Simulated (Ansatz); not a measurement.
**Ge2H (doublet): RPA-PBE over vertical spin and charge gaps, cc-pVTZ**

How well do these functionals follow the top wave-function level for Ge2H (doublet) over vertical spin and charge gaps?

The runs use Ansatz 0.2.0, Gaussian basis; cc-pVTZ, all electrons in the functionals, frozen cores in the correlation of double hybrids and RPA.

The runs, in order: RPA-PBE, at charge 0, doublet; charge 0, quartet; charge 1, singlet; charge 1, triplet.

3 further runs of the same task are left out: 3 set aside as unsound or not needed.

## (1) The system

The geometry is a PBE0/def2-TZVP stationary point (not a proven minimum). No spin-orbit coupling is included. The filled d shell of Ge may be among the frozen orbitals whatever the setting's name suggests; the logs give the count.

3 atoms, charge 0, spin multiplicity 2.

Atoms are counted from 1 here; the program's logs count them from 0.

Bond lengths: Ge1–Ge2 2.365 Å, Ge1–H3 1.787 Å, Ge2–H3 1.787 Å. Angles: Ge2–Ge1–H3 48.6°, Ge1–Ge2–H3 48.6°, Ge1–H3–Ge2 82.9°.

No dispersion term is added.

The geometry shown and the zero of energy belong to the point charge 0, doublet. The yardstick, UCCSDT(Q), and other wave-function levels (R restricted, U unrestricted, valence and pair active spaces) come from earlier runs.

## (2) RPA-PBE, charge 0, doublet

File in.yaml:

```yaml
crystal:
  periodic: [false, false, false]
  atoms:
    - {symbol: Ge, position_ang: [0.000000, -0.446640, 1.182358]}
    - {symbol: Ge, position_ang: [0.000000, -0.446640, -1.182358]}
    - {symbol: H, position_ang: [0.000000, 0.893279, 0.000000]}
basis:
  gaussian: {orbitals: cc-pVTZ}
magnetization: {spin_polarized: true, initial_magnetization: 1}
hamiltonian: {xc: {name: PBE}}
correlation: {method: rpa, electrons: outside_noble_gas}
```

Launch:

```
> ansatz run in.yaml --threads 1 --pin off --events-out ev --progress --plain --max-ram 4096MiB --backend cpu
```

Standard output:

```text
Functional definition: PBE
  name "PBE"
  cite "Perdew, Burke & Ernzerhof, Phys. Rev. Lett. 77, 3865 (1996) doi:10.1103/PhysRevLett.77.3865"
  parent pbe
  parameter kappa = 0.804
  parameter beta = 0.06672455060314922
  exchange = pbe_x(kappa = kappa, mu = beta*pi^2/3)
  correlation = pbe_c(beta = beta)
652 factors; integrals over basis functions are off by at most 8.5e-4 eV
mean field evaluation 1: about -113035.0810 eV, gradient 1.6e1 eV
mean field evaluation 2: about -113035.0748 eV, gradient 1.6e1 eV
mean field evaluation 4: about -113036.1209 eV, gradient 3.5e0 eV
mean field evaluation 8: about -113036.2234 eV, gradient 3.0e-2 eV
mean field evaluation 16: about -113036.2234 eV, gradient 6.9e-6 eV
mean field evaluation 32: about -113036.1650 eV, gradient 3.5e-1 eV
mean field evaluation 64: about -113036.2219 eV, gradient 4.6e-2 eV
mean field evaluation 96: about -113036.1693 eV, gradient 6.0e-1 eV
mean field -113036.22343054 eV, -4154.0045923683 hartree, gradient 5.3e-6 eV, S^2 0.752332; 7 other end points of the search recorded, 0 dependent functions left out
28 core orbitals not correlated: weight in the atoms' cores, before any rotation towards them, 0.999 or more for the frozen orbitals, at most 0.001 for the correlated occupied ones
reference -112962.63573377 eV, -4151.3002943916 hartree; 5, 4 occupied and 67, 68 virtual orbitals, 652 factors
Total energy: -112972.22489349 eV, -4151.6526895115 hartree
```

It took 16 s on 1 thread of AMD EPYC 7R13, shared host.

From the report: ⟨S²⟩ of the determinant 0.752 (pure doublet: 0.75).

## (3) RPA-PBE, charge 0, quartet

in.yaml: that of step 2 with these lines changed.

```diff
@@ -8,3 +8,3 @@
   gaussian: {orbitals: cc-pVTZ}
-magnetization: {spin_polarized: true, initial_magnetization: 1}
+magnetization: {spin_polarized: true, initial_magnetization: 3}
 hamiltonian: {xc: {name: PBE}}
```

Launched as before.

Standard output, shortened:

```text
Functional definition: PBE
  name "PBE"
  cite "Perdew, Burke & Ernzerhof, Phys. Rev. Lett. 77, 3865 (1996) doi:10.1103/PhysRevLett.77.3865"
  parent pbe
[...]
652 factors; integrals over basis functions are off by at most 8.5e-4 eV
[...]
mean field -113034.57982973 eV, -4153.9441911527 hartree, gradient 1.7e-6 eV, S^2 3.755365; 8 other end points of the search recorded, 0 dependent functions left out
28 core orbitals not correlated: weight in the atoms' cores, before any rotation towards them, 0.998 or more for the frozen orbitals, at most 0.001 for the correlated occupied ones
reference -112961.63081413 eV, -4151.2633642757 hartree; 6, 3 occupied and 66, 69 virtual orbitals, 652 factors
Total energy: -112970.54520416 eV, -4151.5909620672 hartree
```

Run time: 19 s. Hardware: 1 thread of AMD EPYC 7R13, shared host.

From the report: ⟨S²⟩ of the determinant 3.755 (pure quartet: 3.75).

From charge 0, doublet: +162.1 kJ/mol.

## (4) RPA-PBE, charge 1, singlet

in.yaml: that of step 3 with these lines changed.

```diff
@@ -8,3 +8,4 @@
   gaussian: {orbitals: cc-pVTZ}
-magnetization: {spin_polarized: true, initial_magnetization: 3}
+total_charge: 1
+magnetization: {spin_polarized: true, initial_magnetization: 0}
 hamiltonian: {xc: {name: PBE}}
```

Launched as before.

Standard output, shortened:

```text
Functional definition: PBE
  name "PBE"
  cite "Perdew, Burke & Ernzerhof, Phys. Rev. Lett. 77, 3865 (1996) doi:10.1103/PhysRevLett.77.3865"
  parent pbe
[...]
652 factors; integrals over basis functions are off by at most 8.5e-4 eV
[...]
mean field -113028.41102297 eV, -4153.7174916853 hartree, gradient 2.2e-6 eV, S^2 0.996022; 15 other end points of the search recorded, 0 dependent functions left out
28 core orbitals not correlated: weight in the atoms' cores, before any rotation towards them, 0.998 or more for the frozen orbitals, at most 0.001 for the correlated occupied ones
reference -112955.65660467 eV, -4151.0438161275 hartree; 4, 4 occupied and 68, 68 virtual orbitals, 652 factors
Total energy: -112964.15735901 eV, -4151.3562130875 hartree
```

It took 31 s on 1 thread of AMD EPYC 7R13, shared host.

From the report: ⟨S²⟩ of the determinant 0.996 (pure singlet: 0.00). The determinant is far from a pure spin state, so its energy mixes those of several spin states (harmless only where they are near-degenerate, as at dissociation).

From charge 0, doublet: +778.4 kJ/mol.

## (5) RPA-PBE, charge 1, triplet

in.yaml: that of step 4 with these lines changed.

```diff
@@ -9,3 +9,3 @@
 total_charge: 1
-magnetization: {spin_polarized: true, initial_magnetization: 0}
+magnetization: {spin_polarized: true, initial_magnetization: 2}
 hamiltonian: {xc: {name: PBE}}
```

Launched as before.

Standard output, shortened:

```text
Functional definition: PBE
  name "PBE"
  cite "Perdew, Burke & Ernzerhof, Phys. Rev. Lett. 77, 3865 (1996) doi:10.1103/PhysRevLett.77.3865"
  parent pbe
[...]
652 factors; integrals over basis functions are off by at most 8.5e-4 eV
[...]
mean field -113028.60979318 eV, -4153.7247963560 hartree, gradient 2.2e-6 eV, S^2 2.003882; 0 other end points of the search recorded, 0 dependent functions left out
28 core orbitals not correlated: weight in the atoms' cores, before any rotation towards them, 0.998 or more for the frozen orbitals, at most 0.001 for the correlated occupied ones
reference -112955.86624590 eV, -4151.0515203007 hartree; 5, 3 occupied and 67, 69 virtual orbitals, 652 factors
Total energy: -112964.33987579 eV, -4151.3629204556 hartree
```

Wall time 3.2 s (1 thread of AMD EPYC 7R13, shared host).

From the report: ⟨S²⟩ of the determinant 2.004 (pure triplet: 2.00).

From charge 0, doublet: +760.8 kJ/mol.

## (6) The comparison

The yardstick is UCCSDT(Q), where the cluster series has nearly closed. It comes from earlier runs at the same points. Energies in kJ/mol, counted from charge 0, doublet; blanks weren't run or aren't comparable.

| level | doublet to quartet | ionisation to the singlet cation | ionisation to the triplet cation |
| --- | --- | --- | --- |
| UCCSDT(Q) | 153.8 |  | 736.7 |
| RPA-PBE | 162.1 | 778.4 | 760.8 |

Largest miss and mean time a point (UCCSDT(Q) took 20 s a point; shared hosts):

| level | largest miss (kJ/mol) | where | time a point |
| --- | --- | --- | --- |
| RPA-PBE | +24.1 | ionisation to the triplet cation | 17 s |

## (7) Results

| quantity | value |
| --- | --- |
| doublet to quartet, UCCSDT(Q) | 153.8 kJ/mol |
| ionisation to the triplet cation, UCCSDT(Q) | 736.7 kJ/mol |
| largest miss, RPA-PBE | +24.1 kJ/mol (ionisation to the triplet cation) |

In words: Misses are known at 2 of 3 points at best, and only functionals with that many are ranked. RPA-PBE strays by up to 24.1 kJ/mol, at ionisation to the triplet cation. RPA-PBE clearly breaks the spin symmetry at some points (⟨S²⟩ up to 1.00 above the pure value), so energy there is bought with a mixed spin. Functionals and the yardstick converge differently with the basis, so part of each miss in cc-pVTZ is the basis.
